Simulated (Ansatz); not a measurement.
# Relaxation of WI2F2

Wanted: the geometry at rest of WI2F2 (a structure type of another compound, with these elements put in), relaxing cell and atoms, and its electronic structure there.

Computed, not measured: Ansatz 0.2.0, DFT, PBEsol, spin-orbit coupling, plane waves, PAW.

## Step 1: The system as given

The structure is orthorhombic, space group Immm (No. 71). Conventional cell: a = 3.854 Å, b = 4.015 Å, c = 17.096 Å, α = 90.00°, β = 90.00°, γ = 90.00°. Around W (site symmetry mmm) lie 4 F at 1.93 to 2.01 Å and 2 I at 2.75 Å. I (site symmetry mm2) has 1 W at 2.75 Å as nearest neighbours. F (site symmetry mmm) has 2 W at 2.01 Å as nearest neighbours. Around F (site symmetry mmm) lie 2 W at 1.93 Å.

In its conventional cell, by symmetry (the run takes the cell typed in the input):

```cif
data_structure
_symmetry_space_group_name_H-M 'Immm'
_symmetry_Int_Tables_number 71
_cell_length_a 3.8538
_cell_length_b 4.0147
_cell_length_c 17.0957
_cell_angle_alpha 90.000
_cell_angle_beta 90.000
_cell_angle_gamma 90.000
_cell_volume 264.50
loop_
_atom_site_label
_atom_site_type_symbol
_atom_site_symmetry_multiplicity
_atom_site_Wyckoff_symbol
_atom_site_fract_x
_atom_site_fract_y
_atom_site_fract_z
_atom_site_occupancy
W1 W 2 a 0.00000 0.00000 0.00000 1
I1 I 4 i 0.00000 0.00000 0.16072 1
F1 F 2 d 0.00000 0.50000 0.00000 1
F2 F 2 b 0.50000 0.00000 0.00000 1
```

The first density is read from a saved solution for the starting cell.

## Step 2: The walk to rest

Input file input.yaml:

```yaml
crystal:
  lattice:
    - [0.0, 4.014663, 0.0]
    - [3.853764, 0.0, 0.0]
    - [1.926882, 2.007331, -8.547852]
  atoms:
    - { symbol: W, position: [0.0, 0.0, 0.0], spin: 1, spin_axis: [-0.37644, 0.89344, -0.24508] }
    - { symbol: I, position: [0.16072, 0.16072, 0.67856] }
    - { symbol: I, position: [0.83928, 0.83928, 0.32144] }
    - { symbol: F, position: [0.5, 0.0, 0.0] }
    - { symbol: F, position: [0.0, 0.5, 0.0] }
kpoints:
  mp_grid: { grid: [5, 5, 5], shift: [0, 0, 0] }
magnetization:
  noncollinear: true
  spin_orbit: true
scf:
  occupations: { method: fermi_dirac }
  lower_state_search: "off"
hamiltonian:
  pseudopotentials: { kind: paw_fr }
  xc: pbesol
basis:
  ecutwfc: 420
  fft_grid_basis: typed
relax:
  max_steps: 40
  cell: { p_target: 0.0 }
  f_tol: 0.03
output:
  forces: true
  stress: true
  eigenvalues: true
  bader: true
  populations: true
  elf: true
  write_potential: true
  volumetric_format: npy
  dos:
    e_range: [-12, 8]
    de: 0.05
    projected: { site_lists: { F: [F], I: [I], W: [W] } }
    method: { smearing: { sigma: 0.1, scheme: gaussian } }
  write_density: true
checkpoint:
  read: saved_state
```

Command:

```console
$ ansatz run input.yaml --threads 2 --pin off --max-ram 2560MiB --backend cpu --events-out ev --progress --plain --runs-dir out
```

**Question.** What will these runs give? Wanted: moves; energy gained; largest move; cell; volume; pressure at the end; character; Bader charges; net moment.

**Answer**, as computed:

| quantity | value |
| --- | --- |
| moves | 5 |
| energy gained | 43.2 meV/atom |
| largest move | 0.02 Å (I) |
| space group (0.01 Å), before / after | Immm / I4/mmm |
| cell | a = 4.038 Å, b = 4.037 Å, c = 8.679 Å, α = 76.55°, β = 76.55°, γ = 90.00° |
| volume | 26.72 Å³/atom (+1.0 %) |
| pressure at the end | 0.01 GPa |
| formation energy (elements from separate runs) | -1.01 eV/atom |
| character | metal |
| density of states, mean within 0.25 eV of the Fermi level | 3.4 per eV per cell |
| Bader charges | W +1.95, I -0.27, F -0.70 e |
| net moment | 1.63 μB per cell |
| largest moment | 1.30 μB on W (Bader basin) |

The volume grew by 1.0 %, and the largest move of an atom is 0.02 Å apart from the change of the cell; the energy fell by 43.2 meV per atom. The shape changed more than that tells: the edges moved by +1, +5, -3 %. Within 0.01 Å the space group went from Immm to I4/mmm. Bands cross the Fermi level: a metal; within 0.25 eV of the Fermi level the density of states averages 3.4 per eV per cell, mostly W d (65 %) and I p (25 %). W loses most charge (+1.95 e on average) and F gains most (-0.70 e). Against the elements' reference phases (W bcc, solid I2 (Cmce), F2 molecule; separate runs with the same functional) the formation energy is -1.01 eV per atom, a bound cell by that test.

Keep in mind: one start, so the state may not be the lowest; the k mesh is coarse for a cell without a gap.
